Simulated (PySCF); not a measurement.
# EuH3N (Eu(NH3)3+): the cost of one run

Program: PySCF 2.14.0. Level of theory: TPSS, Eu lcecp-1-SVP with ECP52, N def2-SVP, H def2-SVP; scalar-relativistic core potentials, no spin–orbit coupling. These are calculated values, not measurements.

**1. The starting structure**

5 atoms, charge 3, spin multiplicity 1.

Bond lengths: Eu1–N2 2.379 Å, N2–H3 1.054 Å, N2–H4 1.054 Å, N2–H5 1.054 Å. Angles: Eu1–N2–H3 115.7°, Eu1–N2–H4 115.7°, Eu1–N2–H5 115.7°, H3–N2–H4 102.6°, H3–N2–H5 102.6°, H4–N2–H5 102.6°.

Coordinates:

```xyz
5
charge 3, multiplicity 1
Eu    0.00000    0.00000   -0.16461
N     0.00000    0.00000    2.21457
H     0.94986    0.00004    2.67125
H    -0.47496    0.82258    2.67125
H    -0.47490   -0.82262    2.67125
```

Formal oxidation states: Eu +3. Each metal's 6 4f electrons lie in its core potential, so multiplicities, spins and levels count the valence alone. An earlier session relaxed this geometry at TPSS, Eu lcecp-1-SVP with ECP52, N def2-SVP, H def2-SVP (singlet, point group C3v).

Its energy there is -90.537652 Eh.

**2. Atoms moved at random, σ = 0.1 Å**

run.py (the lines that set the calculation) reads:

```python
mol = gto.M(atom='''
Eu     0.04288     0.02494    -0.12365
N     -0.09620    -0.04154     2.15123
H      1.01415     0.02118     2.56587
H     -0.51873     0.81116     2.62773
H     -0.44211    -0.81573     2.84254''',
    basis={'Eu': 'lcecp-1-SVP', 'N': 'def2-SVP', 'H': 'def2-SVP'},
    ecp={'Eu': 'lcecp-1-SVP'},
    charge=3, spin=0)
mf = dft.RKS(mol, xc='TPSS')
mf.grids.atom_grid = (50, 194)  # f atoms: unpruned, at least (60, 302)
mf = mf.density_fit()  # fitting sets: Eu AutoAux, N def2-universal-JKFIT, H def2-universal-JKFIT
mf.conv_tol = 1e-08; mf.max_cycle = 55
mf.kernel(dm0)  # dm0: the density of the relaxed state
```

Run with:

```console
$ OMP_NUM_THREADS=2 python run.py
```

**Question.** How long does this run take on 2 threads of Arm Neoverse V2, shared host?

About 1.9 s.
